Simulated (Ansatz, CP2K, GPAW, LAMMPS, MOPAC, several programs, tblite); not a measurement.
# Cd3HgTe4 from cheap methods to r2SCAN

How much accuracy does each second buy? Cd3HgTe4 is computed with 10 methods, from the cheapest up to r2SCAN.

Method: no spin polarisation, static lattice; gaps from single points on the cell relaxed beforehand with r²SCAN, in LAMMPS, MOPAC, tblite, CP2K, Ansatz (versions at each run).

1 further run of the same task is left out (set aside as unsound or not needed).

### Step 1. The structure to begin with

The structure is tetragonal, space group I-42m (No. 121). Conventional cell: a = 6.561 Å, b = 6.561 Å, c = 13.124 Å, α = 90.00°, β = 90.00°, γ = 90.00°. Cd (site symmetry -4) has 4 Te at 2.84 Å as nearest neighbours. Te (site symmetry m) is surrounded by 3 Cd at 2.84 Å and 1 Hg at 2.85 Å. Cd (site symmetry -42m) has 4 Te at 2.84 Å as nearest neighbours. Hg (site symmetry -42m) is surrounded by 4 Te at 2.85 Å.

As a file:

```cif
data_structure
_symmetry_space_group_name_H-M 'I-42m'
_symmetry_Int_Tables_number 121
_cell_length_a 6.5612
_cell_length_b 6.5612
_cell_length_c 13.1240
_cell_angle_alpha 90.000
_cell_angle_beta 90.000
_cell_angle_gamma 90.000
_cell_volume 564.98
loop_
_atom_site_label
_atom_site_type_symbol
_atom_site_symmetry_multiplicity
_atom_site_Wyckoff_symbol
_atom_site_fract_x
_atom_site_fract_y
_atom_site_fract_z
_atom_site_occupancy
Cd1 Cd 4 d 0.00000 0.50000 0.25000 1
Te1 Te 8 i 0.24937 0.75063 0.37466 1
Cd2 Cd 2 b 0.50000 0.50000 0.00000 1
Hg1 Hg 2 a 0.00000 0.00000 0.00000 1
```

The structure type (ordered alloy on zincblende lattice) is imposed and need not be the compound's stable one.

**Question.** The methods are CdTeZnSeHgS0.sw, PM6, PM7, GFN1-xTB (tblite), GFN2-xTB (tblite), PBE/DZVP, PBE/SZV, coarse PBE, PBE, r2SCAN. What gap does r2SCAN give on this cell, and which other methods (full PBE left aside) come nearest to r2SCAN and farthest in gap, volume and bulk modulus?

| quantity | value |
| --- | --- |
| r2SCAN | gap 0.72 eV, 35.31 Å³/atom, B₀ 40 GPa |
| gap: nearest and farthest of the other methods | PBE/SZV (-0.08 eV), PM7 (+4.91 eV) |
| volume: nearest and farthest of the other methods | GFN1-xTB (tblite) (+2.2 %), PM7 (-9.7 %) |
| bulk modulus: nearest and farthest of the other methods | CdTeZnSeHgS0.sw (+6 %), PM7 (+255 %) |

In words: For the gap, of the 6 methods compared (full PBE left aside), PBE/SZV comes nearest to r2SCAN and PM7 is farthest. For the volume, of the 6 methods compared (full PBE left aside), GFN1-xTB (tblite) comes nearest to r2SCAN and PM7 is farthest. For the bulk modulus, of the 6 methods compared (full PBE left aside), CdTeZnSeHgS0.sw comes nearest to r2SCAN and PM7 is farthest. Classical potentials are fitted to lattice constants of common crystals, so a close volume there is built in, not predicted. A minimal basis or a coarse cutoff and mesh shifts results by its own error, so closeness to r2SCAN can be chance. Cluster runs see only the k-points that fold onto the zone centre, so their gaps can miss the band edges. PM6 ended in an unphysical state and is left out of the comparison. No volume is given for coarse PBE, which can hide a larger miss. CPU times run from 0.12 s (CdTeZnSeHgS0.sw) to 3.1 min (r2SCAN). GFN1-xTB (tblite) disagrees with r2SCAN even on whether there is a gap. r2SCAN is a yardstick, not the truth: it usually gives gaps below the measured ones. Spin-orbit coupling is left out throughout.
